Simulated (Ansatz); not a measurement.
# NbRu: the cost of one run

Method: DFT PBEsol, scalar-relativistic, plane waves, PAW, in Ansatz 0.2.0.

## 1. Starting point

Symmetry: P4/mmm, No. 123, tetragonal system. Conventional cell: a = 3.000 Å, b = 3.000 Å, c = 3.380 Å, α = 90.00°, β = 90.00°, γ = 90.00°. Nb (site symmetry 4/mmm) has 8 Ru at 2.71 Å and 4 Nb at 3.00 Å in its first shell of neighbours. Ru (site symmetry 4/mmm) has 8 Nb at 2.71 Å and 4 Ru at 3.00 Å in its first shell of neighbours.

Structure file:

```cif
data_structure
_symmetry_space_group_name_H-M 'P4/mmm'
_symmetry_Int_Tables_number 123
_cell_length_a 3.0000
_cell_length_b 3.0000
_cell_length_c 3.3800
_cell_angle_alpha 90.000
_cell_angle_beta 90.000
_cell_angle_gamma 90.000
_cell_volume 30.42
loop_
_atom_site_label
_atom_site_type_symbol
_atom_site_symmetry_multiplicity
_atom_site_Wyckoff_symbol
_atom_site_fract_x
_atom_site_fract_y
_atom_site_fract_z
_atom_site_occupancy
Nb1 Nb 1 a 0.00000 0.00000 0.00000 1
Ru1 Ru 1 d 0.50000 0.50000 0.50000 1
```

No relaxation comes first: the listed cell is the starting point.

## 2. The reference: the undisturbed cell on the scan's mesh

Contents of input.yaml:

```yaml
crystal:
  lattice:
    - [3.0, 0.0, 0.0]
    - [0.0, 3.0, 0.0]
    - [0.0, 0.0, 3.38]
  atoms:
    - { symbol: Nb, position: [0.0, 0.0, 0.0] }
    - { symbol: Ru, position: [0.5, 0.5, 0.5] }
basis:
  ecutwfc: 420
kpoints:
  mp_grid: { grid: [16, 16, 14] }
hamiltonian:
  xc: pbesol
scf:
  occupations: { method: gaussian, width: 0.15 }
output:
  forces: true
  stress: true
  eigenvalues: true
  write_density: true
  write_potential: true
  elf: true
  volumetric_format: npy
```

On the command line:

```console
> ansatz run input.yaml --threads 1 --pin off --max-ram 2560MiB --backend cpu --events-out ev --progress --plain --runs-dir out
```

Q: Estimate wall time and peak memory on 1 thread of Arm Neoverse V2, shared host.

About 11 s, with a peak of 0.42 GiB.
